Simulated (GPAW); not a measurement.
# CuNi3 (Cmmm) in GPAW: reference runs

Aim: a first look at CuNi3 with PBEsol, on the cell as given.

Everything below comes from runs of GPAW 26.7.0. Logs are shortened: lines on timing, memory, paths and dates and some standing lists are left out, and cuts for length are marked. The log counts tension as positive stress, the text compression.

**1. The crystal as given**

Symmetry: Cmmm, No. 65, orthorhombic system. The conventional cell has a = 2.790 Å, b = 3.974 Å, c = 7.935 Å, α = 90.00°, β = 90.00°, γ = 90.00°. Cu (site symmetry mmm) has 6 Cu at 2.43 to 2.79 Å and 4 Ni at 2.46 Å as nearest neighbours. Ni (site symmetry mm2) has 6 Ni at 2.39 to 2.43 Å and 2 Cu at 2.46 Å as nearest neighbours. Around Ni (site symmetry mmm) lie 8 Ni at 2.39 to 2.43 Å.

The cell comes from a database or a generator and needn't be the stable form of this composition.

**2. Single point, PBEsol, collinear spin, ferromagnetic start**

The input, run.py:

```python
from ase import Atoms
from ase.dft.bandgap import bandgap
from ase.io import write
from ase.units import Bohr, GPa
from gpaw import GPAW, PW, setup_paths
from gpaw.elf import elf_from_dft_calculation

setup_paths.insert(0, '.')

atoms = Atoms(['Cu', 'Ni', 'Ni', 'Ni'],
              cell=[[1.395212, -1.987154, 0.0],
                    [1.395212, 1.987154, 0.0],
                    [0.0, 0.0, 7.934886]],
              scaled_positions=[[0.0, 0.0, 0.0],
                                [0.5, 0.5, 0.254686],
                                [0.0, 0.0, 0.5],
                                [0.5, 0.5, 0.745314]],
              pbc=True)
atoms.set_initial_magnetic_moments([0.6, 1.0, 1.0, 1.0])

calc = GPAW(mode=PW(600),
            xc='PBEsol',
            kpts={'size': (12, 12, 4), 'gamma': True},
            occupations={'name': 'fermi-dirac', 'width': 0.05},
            nbands=51,
            convergence={'density': 1e-05, 'energy': 1e-05},
            maxiter=150,
            txt='gpaw.txt')
atoms.calc = calc
energy = atoms.get_potential_energy()
forces = atoms.get_forces()
stress = atoms.get_stress()
calc.write('gs.gpw')
write('result.traj', atoms)
print(f'Energy: {energy:.6f} eV')
print('Forces (eV/A):')
print(forces.round(4))
print('Stress (GPa):', (stress / GPa).round(3))
print('Moments:', calc.get_magnetic_moments().round(3))
print('Fermi level:', round(calc.get_fermi_level(), 4), 'eV')
print(f'Gap: {bandgap(calc)[0]:.4f} eV, direct: {bandgap(calc, direct=True)[0]:.4f} eV')

# fields on the real-space grid
write('density.cube', atoms, data=calc.get_pseudo_density() * Bohr**3)
write('potential.cube', atoms, data=calc.get_electrostatic_potential())
write('spin.cube', atoms, data=(calc.get_pseudo_density(spin=0) - calc.get_pseudo_density(spin=1)) * Bohr**3)
write('elf.cube', atoms, data=elf_from_dft_calculation(calc).data)
```

Potentials or basis: PAW data sets generated in the run's folder for this functional, pw.

Launch:

```bash
$ gpaw-setup -f PBEsol Cu Ni
$ OMP_NUM_THREADS=1 python run.py
```

gpaw.txt:

```text
__  _  _
 | _ |_)|_||  |
 |__||  | ||/\| - 26.7.0

Input parameters:
  mode=PW(ecut=600.0),
  convergence={'density': 1e-05, 'energy': 1e-05},
  kpts=MonkhorstPack(size=(12, 12, 4), gamma=True),
  maxiter=150,
  nbands=51,
  occupations=Occupations(name='fermi-dirac', width=0.05),
  xc=XC(name='PBEsol')

Diagonalizing LCAO Hamiltonian
Converting LCAO to pw mode

          Ni

       Ni

          Ni

       Cu

Atoms  # Å, Bohr magnetons
|   | symbol |        x |        y |        z |    initial magnetic moments |
|---|--------|----------|----------|----------|-----------------------------|
| 0 |     Cu | 0.000000 | 0.000000 | 0.000000 | ( 0.0000,  0.0000,  0.6000) |
| 1 |     Ni | 1.395212 | 0.000000 | 2.020904 | ( 0.0000,  0.0000,  1.0000) |
| 2 |     Ni | 0.000000 | 0.000000 | 3.967443 | ( 0.0000,  0.0000,  1.0000) |
| 3 |     Ni | 1.395212 | 0.000000 | 5.913982 | ( 0.0000,  0.0000,  1.0000) |

Unit cell  # Å
| periodic |        x |         y |        z |  lengths |     angles |
|----------|----------|-----------|----------|----------|------------|
|      yes | 1.395212 | -1.987154 | 0.000000 | 2.428044 |  90.000000 |
|      yes | 1.395212 |  1.987154 | 0.000000 | 2.428044 |  90.000000 |
|      yes | 0.000000 |  0.000000 | 7.934886 | 7.934886 | 109.853410 |

Number of symmetries: 8
Symmetry operations  # r_c * U_cc + t_c -> r_c
|   | kind |            matrix            |
|---|------|------------------------------|
| 0 |  E   |  1, 0, 0,  0, 1, 0,  0, 0, 1 |
| 1 |  σ   |  1, 0, 0,  0, 1, 0,  0, 0,-1 |
| 2 |  σ   |  0, 1, 0,  1, 0, 0,  0, 0, 1 |
| 3 |  C2  |  0, 1, 0,  1, 0, 0,  0, 0,-1 |
| 4 |  σ   |  0,-1, 0, -1, 0, 0,  0, 0, 1 |
| 5 |  C2  |  0,-1, 0, -1, 0, 0,  0, 0,-1 |
| 6 |  C2  | -1, 0, 0,  0,-1, 0,  0, 0, 1 |
| 7 |  i   | -1, 0, 0,  0,-1, 0,  0, 0,-1 |

BZ-sampling:
  Number of BZ points: 576
  Number of IBZ points: 129

  Monkhorst-Pack size: [12, 12, 4]
  Monkhorst-Pack shift: [0.041666666666666664, 0.041666666666666664, 0.125]

K-points  # in reciprocal-cell coordinates
|     |                                coordinates |     weight |
|-----|--------------------------------------------|------------|
|   0 | ( -0.00000000,  -0.00000000,   0.00000000) | 0.00173611 |
|   1 | ( -0.00000000,  -0.00000000,   0.25000000) | 0.00347222 |
|   2 | ( -0.00000000,  -0.00000000,   0.50000000) | 0.00173611 |
|   3 | (  0.08333333,  -0.08333333,   0.00000000) | 0.00347222 |
|   4 | (  0.08333333,  -0.08333333,   0.25000000) | 0.00694444 |
|   5 | (  0.08333333,  -0.08333333,   0.50000000) | 0.00347222 |
|   6 | (  0.08333333,  -0.00000000,   0.00000000) | 0.00694444 |
|   7 | (  0.08333333,  -0.00000000,   0.25000000) | 0.01388889 |
|   8 | (  0.08333333,  -0.00000000,   0.50000000) | 0.00694444 |
|   9 | (  0.08333333,   0.08333333,   0.00000000) | 0.00347222 |
| ... |                                            |            |
| 128 | (  0.50000000,   0.50000000,   0.50000000) | 0.00173611 |

Plane wave coefficients: 1496
Cutoff: 600.0 eV

Spin-components: 2 (collinear spins)
Bands:           51
Projectors:      24
Spin-degeneracy: 1
Datatype:        complex128

Parallelization:
  kpt:    1
  domain: 1
  band:   1

Density:
  Valence electrons: 59.0
  Components: 2
  Grid points: [14 14 45]
  Charge: 0.0  # |e|

Potential:
  Grid points: [14 14 45]

species:
  Cu:
    name:    Copper
    Z:       29.0
    valence: 11
    core:    18
    charge:  0.0  # [|e|]
    compensation charges:
      type: gauss
      rc: 0.33  # [Å]
      lmax: 2
    cutoffs:
      filter: 2.06  # [Å]
      core: 2.43  # [Å]
    projectors
    | kind |    occ | energy [eV] | rcut [Å] |
    |------|--------|-------------|----------|
    |   4s |  1.000 |      -4.607 |    1.164 |
    |   4p |  0.000 |      -0.637 |    1.164 |
    |   3d | 10.000 |      -5.060 |    1.058 |
    |    s |        |      22.604 |    1.164 |
    |    p |        |      26.574 |    1.164 |
    |    d |        |      22.151 |    1.058 |

    Using partial waves for Cu as LCAO basis

  Ni:
    name:    Nickel
    Z:       28.0
    valence: 16
    core:    12
    charge:  0.0  # [|e|]
    compensation charges:
      type: gauss
      rc: 0.36  # [Å]
      lmax: 2
    cutoffs:
      filter: 2.14  # [Å]
      core: 1.98  # [Å]
    projectors
    | kind |    occ | energy [eV] | rcut [Å] |
    |------|--------|-------------|----------|
    |   4s |  2.000 |      -5.661 |    1.164 |
    |   3p |  6.000 |     -71.261 |    1.207 |
    |   4p |  0.000 |      -1.193 |    1.207 |
    |   3d |  8.000 |      -8.901 |    1.138 |
    |    s |        |      21.550 |    1.164 |
    |    d |        |      18.310 |    1.138 |

    Using partial waves for Ni as LCAO basis

Reference energy: -168982.246981  # eV

eigensolver:
  PPCG
  Converge bands: occupied
  niter=2

density mixing:
  MSR1-Mixer
  Pratt-step length: 0.05
  Maximum mixing coefficient: 0.75
  Old densities: 10
  SVD Regularization: 0.005
  Good broyden scale: 1.0
  Trust region scale: 1.0
  Backstep threshold: 4.0
  History deletion threshold: 6.0
  Fourier metric: weight=20.0, sigma=0.015

occupation numbers:
  Fermi-Dirac:
    width: 0.0500  # eV

poisson solver:
  ecut: 4800.0  # eV

xc functional:
  name: PBEsol with 2 nearest neighbor stencil

convergence criteria:
- Maximum integral of absolute [dens]ity change: 1e-05 electrons / valence electron
- Maximum [total energy] change in last 3 cyles: 1e-05 eV / valence electron
- Maximum integral of absolute [eigenst]ate change: 4e-08 eV^2 / valence electron
maximum number of iterations: 150

SCF iterations
|iter     | |      energy | eigst |  dens |  magmom |
|---------|-|-------------|-------|-------|---------|
|iter:   1| |  -39.128287 | +0.49 |       |  +3.5961|
|iter:   2| |  -31.882238 | -0.89 | -0.68 |  +3.4455|
|iter:   3| |  -27.984549 | -1.94 | -0.88 |  +3.4086|
|iter:   4| |  -27.560067 | -3.39 | -1.19 |  +3.3814|
|iter:   5| |  -27.435248 | -2.71 | -1.38 |  +3.2254|
|iter:   6| |  -27.606196 | -3.23 | -1.41 |  +3.0210|
|iter:   7| |  -27.565058 | -3.02 | -1.39 |  +2.6114|
|iter:   8| |  -27.627465 | -3.06 | -1.68 |  +2.2403|
|iter:   9| |  -27.679456 | -2.96 | -1.91 |  +1.7757|
|iter:  10| |  -27.685734 | -3.51 | -2.13 |  +1.3557|
|iter:  11| |  -27.664030 | -3.61 | -2.14 |  +1.3407|
|iter:  12| |  -27.661944 | -4.89 | -2.45 |  +1.2953|
|iter:  13| |  -27.662023 | -5.45 | -2.87 |  +1.3009|
|iter:  14| |  -27.662072c| -6.16 | -3.21 |  +1.2945|
|iter:  15| |  -27.662083c| -6.79 | -3.55 |  +1.3025|
|iter:  16| |  -27.662082c| -7.66c| -3.94 |  +1.3017|
|iter:  17| |  -27.662079c| -8.43c| -4.41 |  +1.3015|
|iter:  18| |  -27.662079c| -8.01c| -4.73 |  +1.3010|
|iter:  19| |  -27.662079c| -8.51c| -5.18c|  +1.3010|

Converged in 19 steps
Energy contributions relative to reference atoms: (reference = -168982.246981)

Energy contributions:
  Kinetic:           1.479169
  Coulomb:           1.411871
  Zero:              0.296898
  External:          0.000000
  Xc:              -30.828190
  Entropy:          -0.043655
  Spinorbit:         0.000000
  ----------------------------
  Free energy:     -27.683906
  Extrapolated:    -27.662079

dipole moment: (-11.834040, 0.000000, -17.377015)  # |e|*Ang

Total magnetic moment: (0.000000, 0.000000, 1.300984)

Local magnetic moments
|        x |        y |        z |
|----------|----------|----------|
| 0.000000 | 0.000000 | 0.019107 |  # Cu   0
| 0.000000 | 0.000000 | 0.408875 |  # Ni   1
| 0.000000 | 0.000000 | 0.531815 |  # Ni   2
| 0.000000 | 0.000000 | 0.408875 |  # Ni   3

Fermi level: 8.185
Eigenvalues  # (at kpt = [-0.000, -0.000, 0.000])
| band index |      eig [eV] | occ [0-1] |      eig [eV] | occ [0-1] |
|------------|---------------|-----------|---------------|-----------|
|          0 |       -55.511 |     1.000 |       -54.881 |     1.000 |
|        ... |               |           |               |           |
|         25 |         7.169 |     1.000 |         7.599 |     1.000 |
|         26 |         7.180 |     1.000 |         7.652 |     1.000 |
|         27 |         7.335 |     1.000 |         7.731 |     1.000 |
|         28 |         7.337 |     1.000 |         7.801 |     1.000 |
|         29 |         7.516 |     1.000 |         7.884 |     0.998 |
|         30 |         7.549 |     1.000 |         7.931 |     0.994 |
|         31 |         8.111 |     0.814 |         8.101 |     0.842 |
|         32 |         8.118 |     0.793 |         8.687 |     0.000 |
|         33 |        14.252 |     0.000 |        14.458 |     0.000 |
|         34 |        23.309 |     0.000 |        23.381 |     0.000 |
|         35 |        23.432 |     0.000 |        23.522 |     0.000 |
|         36 |        27.017 |     0.000 |        26.980 |     0.000 |
|         37 |        27.661 |     0.000 |        27.717 |     0.000 |
|         38 |        29.898 |     0.000 |        29.872 |     0.000 |
|         39 |        29.925 |     0.000 |        29.896 |     0.000 |
|        ... |               |           |               |           |
|         50 |        35.352 |     0.000 |        35.419 |     0.000 |

No gap
No difference between direct/indirect transitions

Forces  # eV/Ang
|        x |       y |        z |
|----------|---------|----------|
|  0.00000 | 0.00000 |  0.00000 |  # Cu   0
|  0.00000 | 0.00000 |  0.00024 |  # Ni   1
| -0.00000 | 0.00000 |  0.00000 |  # Ni   2
|  0.00000 | 0.00000 | -0.00024 |  # Ni   3

Stress tensor  # eV/Ang^3
|        x |        y |        z |
|----------|----------|----------|
| 0.028969 | 0.000000 | 0.000000 |
| 0.000000 | 0.024995 | 0.000000 |
| 0.000000 | 0.000000 | 0.019341 |

# Writing to gs.gpw (mode='')
```

Wall time 9.2 min (1 thread of Arm Neoverse V2, shared host); peak memory 0.52 GiB.

What came out:

* Free energy: -27.6839 eV
* Pressure: -3.9 GPa
* Band gap on the k mesh: none (metal or under the smearing width)
* Net moment: 1.30 μB per cell
* Site moments: Cu +0.02; Ni +0.41, +0.53 μB

Stress tensor (GPa, compression positive):
```
-4.64  0.00  0.00
 0.00 -4.00  0.00
 0.00  0.00 -3.10
```

Caveat: with this Cu data set, volumes or pressures lay over 1.5 % or 2 GPa off other programs in two to four cells of ten; the stock nickel data set gives pressures a few GPa off other programs.
